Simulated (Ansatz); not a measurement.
# H9NW: the cost of one run

All numbers below are computed with Ansatz 0.2.0 (RHF/def2-SVP).

### 1 The system as given

Bond lengths: W1–H2 2.070 Å, W1–H3 1.720 Å, W1–H4 1.720 Å, W1–H5 1.720 Å, W1–H6 1.720 Å, W1–H7 1.720 Å, W1–N8 2.380 Å, N8–H9 1.060 Å, N8–H10 1.060 Å, W1–H11 2.238 Å. Angles (14 of 31 angles, heavy atoms first): H2–W1–N8 71.6°, H3–W1–N8 48.9°, H4–W1–N8 46.8°, H5–W1–N8 131.1°, H6–W1–N8 133.2°, H7–W1–N8 108.4°, N8–W1–H11 42.6°, W1–N8–H9 120.0°, W1–N8–H10 120.0°, H2–W1–H3 90.0°, H2–W1–H4 90.0°, H2–W1–H5 90.0°, H2–W1–H6 90.0°, H2–W1–H7 180.0°.

Structure file:

```xyz
11

W     0.0000    0.0000    0.0000
H     0.0000    0.0000    2.0700
H     1.7200    0.0000    0.0000
H     0.0000    1.7200    0.0000
H    -1.7200    0.0000    0.0000
H     0.0000   -1.7200    0.0000
H     0.0000    0.0000   -1.7200
N     1.5641    1.6294    0.7505
H     2.4032    1.3328    1.3263
H     1.4216    2.6516    0.5089
H     0.7512    0.7826    1.9573
```

### 2 A restrained relaxation towards end A

Springs on the bonds that form and break draw the guess towards this end; the thresholds are loose.

input.yaml reads:

```yaml
crystal:
  periodic: [false, false, false]
  atoms:
    - { symbol: W, position_ang: [0.0, 0.0, 0.0] }
    - { symbol: H, position_ang: [0.0, 0.0, 2.07] }
    - { symbol: H, position_ang: [1.72, 0.0, 0.0] }
    - { symbol: H, position_ang: [0.0, 1.72, 0.0] }
    - { symbol: H, position_ang: [-1.72, 0.0, 0.0] }
    - { symbol: H, position_ang: [0.0, -1.72, 0.0] }
    - { symbol: H, position_ang: [0.0, 0.0, -1.72] }
    - { symbol: "N", position_ang: [1.5641, 1.6294, 0.7505] }
    - { symbol: H, position_ang: [2.4032, 1.3328, 1.3263] }
    - { symbol: H, position_ang: [1.4216, 2.6516, 0.5089] }
    - { symbol: H, position_ang: [0.7512, 0.7826, 1.9573] }
basis:
  gaussian: { orbitals: def2-SVP }
hamiltonian:
  xc: hf
relax:
  f_tol: 0.15
  max_steps: 25
  restrain:
    - { distance: [0, 7], at: 3.28, k: 30.0 }
    - { distance: [10, 1], at: 1.86, k: 30.0 }
    - { distance: [0, 1], at: 1.72, k: 30.0 }
    - { distance: [10, 7], at: 1.06, k: 30.0 }
```

Started as:

```console
$ ansatz run input.yaml --threads 1 --pin off --max-ram 2048MiB --backend cpu --events-out ev --progress --plain --runs-dir out
```

Q: Estimate wall time and peak memory on 1 thread of Arm Neoverse V2, shared host.

About 38 s, with a peak of 0.16 GiB.
